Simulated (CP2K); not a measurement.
A run of CP2K 2026.2:

wf_bands.inp

```
&GLOBAL
  PROJECT wf_bands
  RUN_TYPE ENERGY_FORCE
  PRINT_LEVEL LOW
&END GLOBAL
&FORCE_EVAL
  METHOD QS
  STRESS_TENSOR ANALYTICAL
  &DFT
    BASIS_SET_FILE_NAME BASIS_MOLOPT_UZH
    POTENTIAL_FILE_NAME POTENTIAL_UZH
    &MGRID
      CUTOFF 750
      REL_CUTOFF 60
      NGRIDS 4
    &END MGRID
    &QS
      METHOD GPW
      EPS_DEFAULT 1.0E-10
    &END QS
    &KPOINTS
      SCHEME MONKHORST-PACK 11 11 11
      GAMMA_CENTERED T
      SYMMETRY T
      SYMMETRY_BACKEND SPGLIB
    &END KPOINTS
    &SCF
      SCF_GUESS ATOMIC
      EPS_SCF 1.0E-6
      MAX_SCF 100
      ADDED_MOS 13
      CHOLESKY OFF
      EPS_EIGVAL 1.0E-7
      &DIAGONALIZATION ON
        ALGORITHM STANDARD
      &END DIAGONALIZATION
      &MIXING ON
        METHOD BROYDEN_MIXING
        ALPHA 0.4
        BETA 1.5
        NBUFFER 8
      &END MIXING
      &SMEAR ON
        METHOD FERMI_DIRAC
        ELECTRONIC_TEMPERATURE [K] 1160.452
      &END SMEAR
    &END SCF
    &XC
      &XC_FUNCTIONAL
        &GGA_X_PBE_SOL
        &END GGA_X_PBE_SOL
        &GGA_C_PBE_SOL
        &END GGA_C_PBE_SOL
      &END XC_FUNCTIONAL
    &END XC
    &PRINT
      &KPOINTS ON
      &END KPOINTS
      &MULLIKEN ON
      &END MULLIKEN
      &MO ON
        ENERGIES T
        OCCUPATION_NUMBERS T
        &EACH
          QS_SCF 0
        &END EACH
        ADD_LAST NUMERIC
      &END MO
      &LOWDIN ON
      &END LOWDIN
      &HIRSHFELD ON
        SHAPE_FUNCTION DENSITY
      &END HIRSHFELD
      &BAND_STRUCTURE
        FILE_NAME bands.bs
        ADDED_MOS 4
        &KPOINT_SET
          UNITS B_VECTOR
          NPOINTS 10
          SPECIAL_POINT GAMMA 0.00000000 0.00000000 0.00000000
          SPECIAL_POINT L 0.50000000 0.00000000 0.00000000
          SPECIAL_POINT B1 0.50000000 0.18279804 -0.18279804
        &END KPOINT_SET
        &KPOINT_SET
          UNITS B_VECTOR
          NPOINTS 10
          SPECIAL_POINT B 0.81720196 0.50000000 0.18279804
          SPECIAL_POINT Z 0.50000000 0.50000000 0.50000000
          SPECIAL_POINT GAMMA 0.00000000 0.00000000 0.00000000
          SPECIAL_POINT X 0.34139902 0.00000000 -0.34139902
        &END KPOINT_SET
        &KPOINT_SET
          UNITS B_VECTOR
          NPOINTS 10
          SPECIAL_POINT Q 0.65860098 0.34139902 0.00000000
          SPECIAL_POINT F 0.50000000 0.50000000 0.00000000
          SPECIAL_POINT P1 0.65860098 0.65860098 0.18279804
          SPECIAL_POINT Z 0.50000000 0.50000000 0.50000000
        &END KPOINT_SET
        &KPOINT_SET
          UNITS B_VECTOR
          NPOINTS 10
          SPECIAL_POINT L 0.50000000 0.00000000 0.00000000
          SPECIAL_POINT P 0.81720196 0.34139902 0.34139902
        &END KPOINT_SET
      &END BAND_STRUCTURE
    &END PRINT
  &END DFT
  &SUBSYS
    &CELL
      A 5.3092739251 0.0000000000 0.0000000000
      B 4.6064827268 2.6398307711 0.0000000000
      C 4.6064815022 1.2263644664 2.3376763724
      PERIODIC XYZ
    &END CELL
    &COORD
      SCALED
      W   0.8141200000 0.8141200000 0.8141200000
      F   0.9371200000 0.9371200000 0.9371200000
    &END COORD
    &KIND W
      BASIS_SET TZVP-MOLOPT-PBE-GTH-q14
      POTENTIAL GTH-PBE-q14
    &END KIND
    &KIND F
      BASIS_SET TZVP-MOLOPT-PBE-GTH-q7
      POTENTIAL GTH-PBE-q7
    &END KIND
    &PRINT
      &ATOMIC_COORDINATES ON
      &END ATOMIC_COORDINATES
      &CELL ON
      &END CELL
      &SYMMETRY ON
      &END SYMMETRY
    &END PRINT
  &END SUBSYS
  &PRINT
    &FORCES ON
    &END FORCES
    &STRESS_TENSOR ON
    &END STRESS_TENSOR
  &END PRINT
&END FORCE_EVAL
```

Potentials or basis: POTENTIAL_UZH W GTH-PBE-q14, F GTH-PBE-q7; TZVP-MOLOPT-PBE-GTH basis.

Command:

```console
$ OMP_NUM_THREADS=1 cp2k.psmp -i wf_bands.inp -o wf_bands.out
```

Hardware: 1 thread of Arm Neoverse V2 (shared host).

Question: Estimate the wall time of this run.

Answer: It took 3.1 min on 1 thread of Arm Neoverse V2, on a shared host, peak memory 0.75 GiB. Counts: scf iterations 17, k points 366, basis 52, bands 24, force evaluations 1.
